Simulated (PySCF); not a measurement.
# [TcO2]-: structure of the quintet

Where does quintet [TcO2]- go from a bent start, is the end point a minimum, and what are its modes, charges and moments?

The runs use PySCF 2.14.0; PBE0, basis Tc def2-SVPD with ECP28, O def2-SVPD, scalar-relativistic core potentials, no spin–orbit coupling, density fitting.

## Step 1: The system as given

3 atoms, charge -1, spin multiplicity 5.

Bond lengths: Tc1–O2 1.770 Å, Tc1–O3 1.770 Å. Angles: O2–Tc1–O3 110.0°.

Coordinates in bohr (charge -1 multiplicity 5):
```
Tc    0.0000    0.0000    0.0000
O     2.7399    0.0000    1.9184
O    -2.7399    0.0000    1.9184
```

## Step 2: First SCF at the start

One driver script runs all steps and calls PySCF; scf.py shows how it sets up the SCF of each step. The optimiser is the driver's own. After this first run the driver tries any further starts and a stability analysis.

Input file scf.py:

```python
from pyscf import gto, scf, dft
mol = gto.M(atom='''
Tc     0.000000     0.000000     0.000000
O      1.449900     0.000000     1.015200
O     -1.449900     0.000000     1.015200''',
    basis={'Tc': 'def2-SVPD', 'O': 'def2-SVPD'},
    ecp={'Tc': 'def2-SVPD'},
    charge=-1, spin=4)
mf = dft.UKS(mol, xc='PBE0')
mf.grids.atom_grid = (50, 194)
aux = {'Tc': 'def2-universal-JKFIT', 'O': 'def2-universal-JKFIT'}
mf = mf.density_fit(auxbasis=aux)
mf.conv_tol = 1e-08
mf.diis_space = 10
mf.max_cycle = 60
mf.init_guess = 'minao'
mf.verbose = 4
mf.kernel()
```

The run is started by

```bash
$ OMP_NUM_THREADS=2 python axn.py task.json out
```

What it wrote:

```text
init E= -222.348974865951
[... the frontier-level lines of each cycle are left out ...]
cycle= 1 E= -230.52032424641  delta_E= -8.17  |g|= 0.986  |ddm|= 2.31
cycle= 2 E= -222.965548515792  delta_E= 7.55  |g|= 3.58  |ddm|= 18.6
cycle= 3 E= -230.889056599588  delta_E= -7.92  |g|= 0.429  |ddm|= 18.3
cycle= 4 E= -230.93212145569  delta_E= -0.0431  |g|= 0.318  |ddm|= 0.926
cycle= 5 E= -230.988484271386  delta_E= -0.0564  |g|= 0.0574  |ddm|= 0.466
cycle= 6 E= -230.989686298866  delta_E= -0.0012  |g|= 0.0285  |ddm|= 0.0589
cycle= 7 E= -230.99013828372  delta_E= -0.000452  |g|= 0.00734  |ddm|= 0.0374
cycle= 8 E= -230.990193892299  delta_E= -5.56e-05  |g|= 0.00123  |ddm|= 0.0215
cycle= 9 E= -230.990196460257  delta_E= -2.57e-06  |g|= 0.000738  |ddm|= 0.00429
cycle= 10 E= -230.990197207022  delta_E= -7.47e-07  |g|= 0.00016  |ddm|= 0.00232
cycle= 11 E= -230.990197260338  delta_E= -5.33e-08  |g|= 5.64e-05  |ddm|= 0.000539
cycle= 12 E= -230.990197266782  delta_E= -6.44e-09  |g|= 2.01e-05  |ddm|= 0.000191
Extra cycle  E= -230.990197266435  delta_E= 3.47e-10  |g|= 4.67e-05  |ddm|= 6.44e-05
converged SCF energy = -230.990197266435  <S^2> = 6.0175187  2S+1 = 5.0070026
```

This step, with its further starts and checks, took 7.8 s on 2 threads of Arm Neoverse V2, shared host.

Energies from each starting density:

```csv
start,energy (Eh)
the minimal-basis guess,-230.990197
a thermally smeared density,-230.990197
a smeared PBE density,-230.990197
```

No lower solution of this spin turned up from the other starts or in the test of internal stability.

## Step 3: Relaxation: bent start, quintet

The program finds C2v symmetry in the start, which this walk keeps.

scf.py: that of step 2 with these lines changed.

```diff
@@ -3,3 +3,3 @@
-Tc     0.000000     0.000000     0.000000
-O      1.449900     0.000000     1.015200
-O     -1.449900     0.000000     1.015200''',
+Tc     0.000000     0.000000    -0.248104
+O      1.449900     0.000000     0.767096
+O     -1.449900     0.000000     0.767096''',
@@ -16 +15,0 @@
-mf.init_guess = 'minao'
```

The optimiser's trace:

```
step  energy (Eh)  change (kJ/mol)  largest symmetric gradient (Eh/bohr)
   0  -230.990197             0.00                               0.04662
   1  -230.994838           -12.19                               0.00820
   2  -230.995174           -13.07                               0.00196
   3  -230.995178           -13.08                               0.00030
   4  -230.995177           -13.08                               0.00001
```

The walk took 6.6 s.

It settles in C2v symmetry, 13.1 kJ/mol below the start, after 4 steps: Tc–O 1.749 Å (×2); O–Tc–O 120.8°.

## Step 4: Frequencies

The point is checked on the finer grid, and tightened if its gradient asks for it. The Hessian and the dipole derivatives come from central differences of analytic gradients, with steps of 0.02 bohr.

scf.py: that of step 3 with these lines changed.

```diff
@@ -3,3 +3,3 @@
-Tc     0.000000     0.000000    -0.248104
-O      1.449900     0.000000     0.767096
-O     -1.449900     0.000000     0.767096''',
+Tc     0.000000     0.000000    -0.210943
+O      1.520156     0.000000     0.652933
+O     -1.520156     0.000000     0.652933''',
@@ -10 +10 @@
-mf.grids.atom_grid = (50, 194)
+mf.grids.atom_grid = (75, 302)
@@ -13 +13 @@
-mf.conv_tol = 1e-08
+mf.conv_tol = 1e-10
```

This SCF starts from the last density.

Log of the central SCF (cycles and frontier levels):

```text
init E= -230.995082103858
[... the frontier-level lines of each cycle are left out ...]
cycle= 1 E= -230.995082102553  delta_E= 1.31e-09  |g|= 5.86e-05  |ddm|= 5.06e-05
cycle= 2 E= -230.995082087082  delta_E= 1.55e-08  |g|= 0.000201  |ddm|= 0.000174
cycle= 3 E= -230.99508210398  delta_E= -1.69e-08  |g|= 1.57e-06  |ddm|= 0.000134
cycle= 4 E= -230.995082103981  delta_E= -9.09e-13  |g|= 4.15e-07  |ddm|= 1.43e-06
Extra cycle  E= -230.995082103981  delta_E= 6.25e-13  |g|= 1.03e-06  |ddm|= 1.02e-06
converged SCF energy = -230.995082103981  <S^2> = 6.0161307  2S+1 = 5.0064481
```

The whole step took 20 s.

Geometry: C2v; Tc–O 1.748 Å (×2); O–Tc–O 120.8°.

Modes, for the most abundant isotopes:

```json
{"symmetry": "a1", "ω (cm⁻¹)": "266", "IR (km/mol)": "1.3", "μ (u)": "18.36", "type": "bend"}
{"symmetry": "b2", "ω (cm⁻¹)": "849", "IR (km/mol)": "365", "μ (u)": "19.15", "type": "stretch"}
{"symmetry": "a1", "ω (cm⁻¹)": "897", "IR (km/mol)": "128", "μ (u)": "17.31", "type": "stretch"}
```

All wavenumbers are real: a minimum.

Properties at this point:

```
Dipole moment about the centre of mass                          : 2.69 D
Highest occupied level                                          : 0.22 eV
Lowest empty level                                              : 2.63 eV
Rotational constants                                            : 0.9345, 0.228, 0.1833 cm⁻¹
Zero-point energy                                               : 12.0 kJ/mol
Principal polarisabilities                                      : 60.4, 69.5, 78.1 bohr³
Principal traceless quadrupole moments about the centre of mass : -12.71, 2.87, 9.84 D Å
Entropy at 298.15 K and 1 bar (electronic part: spin only)      : 282.6 J/(mol K)
Heat capacity Cp at 298.15 K                                    : 45.0 J/(mol K)
Enthalpy at 298.15 K above 0 K                                  : 11.45 kJ/mol
Rotational symmetry number                                      : 2
Spin squared ⟨S²⟩                                               : 6.016
```

Populations by atom (charges in e):

| atom | Mulliken | Löwdin | polar tensor | spin (Mulliken) | Mayer order to Tc1 |
| --- | --- | --- | --- | --- | --- |
| Tc1 | 0.93 | 0.58 | 0.81 | 3.73 | – |
| O2,3 | -0.97 | -0.79 | -0.91 | 0.13 | 1.26 |

Mulliken populations on Tc1 (outside its core potential): s 2.67, p 6.24, d 5.11, f 0.04.

## Step 5: Results

| quantity | value |
| --- | --- |
| minimum | quintet, C2v |
| geometry | Tc–O 1.748 Å (×2); O–Tc–O 120.8° |
| wavenumbers (cm⁻¹) | 266 (a1), 849 (b2), 897 (a1) |
| dipole moment (centre of mass) | 2.69 D |
| highest occupied, lowest empty level (either spin) | 0.22, 2.63 eV |
| polar-tensor charge of Tc1 | +0.81 e |
| zero-point energy | 12.0 kJ/mol |
| entropy at 298.15 K | 282.6 J/(mol K) |
| ⟨S²⟩ | 6.016 |

The bent start keeps its C2v symmetry and ends in a minimum. In the infrared the band at 849 cm⁻¹ (b2, stretch) leads. Most of the spin sits on Tc1 (Mulliken spin 3.73, against 4 for the whole molecule). Only this shape and spin were tried, so other structures or states may lie lower. The highest occupied level lies above zero: either self-interaction error lifts it or the extra electron is not bound, and the basis holds it in place. One determinant may miss the lowest occupation of an open d or f shell.

The search up to here took 35 s.
